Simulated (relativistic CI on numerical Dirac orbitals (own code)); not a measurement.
# C II (C⁺): levels and lines

What are the lowest levels and the strongest lines of C⁺? One CI run answers it; runs with one setting changed show what the result hangs on. Configuration energies are shifted onto measured levels.

Program: relativistic CI on numerical Dirac orbitals (own code) version 3. Level of theory: Dirac-Coulomb-Breit CI, KLI orbitals optimised for each configuration, model QED (radiative potential, 1s self-energy scaled to tabulated hydrogen-like ionisation energies), valence Slater integrals scaled by 0.85, configuration energies shifted to the measured levels that pair with them (semi-empirical). These are calculated values, not measurements, unless marked.

## 1. The system

| Quantity | Value |
| --- | --- |
| ion | C⁺ (C II) |
| nuclear charge | 6 |
| electrons | 5 |
| isotope | A = 12 |
| first configuration typed | [He] 2s2 2p |

The outer shells:

first configuration typed
```
[He] core
2s [↑↓]
2p [↑ ][  ][  ]
```

## 2. The main run

Settings, as recorded:

```ini
atom C  Z=6  charge=1  electrons=5
nucleus A=12  rms_radius_fm=2.4702
hamiltonian dirac-coulomb  breit=on  qed=on  c_scale=1
orbitals kli  potential=per-configuration
slater_scale 0.85
correlation fit
mixing on
configurations
  [He] 2s2 2p
  [He] 2s 2p2
  [He] 2s2 3s
  [He] 2s2 3p
  [He] 2p3
  [He] 2s2 3d
  [He] 2s2 4s
  [He] 2s2 4p
  [He] 2s 2p 3s
  [He] 2s2 4d
  [He] 2s2 4f
  [He] 2p2 3s
  [He] 2s 2p 3p
  [He] 2p2 3p
  [He] 2s 2p 3d
  [He] 2p2 3d
  [He] 2s 3s2
  [He] 2s 2p 4s
end
```

Command:

```bash
$ python run_levels.py task.json out
```

The settings of every run stand in task.json; they run in order.

## 4. Slater integrals scaled by 0.75

The settings differ from step 2 so:

```diff
@@ -4,3 +4,3 @@
 orbitals kli  potential=per-configuration
-slater_scale 0.85
+slater_scale 0.75
 correlation fit
```

## 5. Slater integrals scaled by 1

The settings differ from step 4 so:

```diff
@@ -4,3 +4,3 @@
 orbitals kli  potential=per-configuration
-slater_scale 0.75
+slater_scale 1
 correlation fit
```

(Steps that only read results are left out.)

What does the calculation give? Wanted: lowest level; first excitation; lowest level of the other parity; fastest E1 line; mean error of paired levels.

The runs gave:

| run | time | mean size of shift, levels followed (cm⁻¹) | lowest level | mean error to measured (cm⁻¹) |
| --- | --- | --- | --- | --- |
| main run | 0.81 s | 0 | 2p 2P°1/2 | 347 |
| Slater integrals scaled by 0.75 | 0.97 s | 2205 | 2p 2P°1/2 | 949 |
| Slater integrals scaled by 1 | 1.1 s | 3131 | 2p 2P°1/2 | 1620 |

| quantity | value |
| --- | --- |
| lowest level | 2p 2P°1/2 |
| first excitation | 2p 2P°3/2, 59.7 cm⁻¹ |
| lowest level of the other parity | 2s 2p2 4P1/2, 42227 cm⁻¹ |
| levels in the model | 140 |
| fastest E1 line (by rate) to the lowest level among the lowest 49 of 140 levels | 68.70 nm, from 3d 2D3/2 |
| mean error of paired levels | 347 cm⁻¹ over 24 |

In words: 2p 2P°1/2 comes out lowest; its LS label holds 96 % and its jj label 96 %; over the low levels the means are 96 and 75 %, so LS coupling describes them better. Of the changes tried, the run «Slater integrals scaled by 1» moves the low levels most, by 3131 cm⁻¹ on average. No change brings the levels clearly nearer the measured ones. The configurations are shifted onto measured levels, so the match to them is no test; configurations with no paired level borrow a shift and can be far off. Lifetimes count radiative decay inside the model alone.
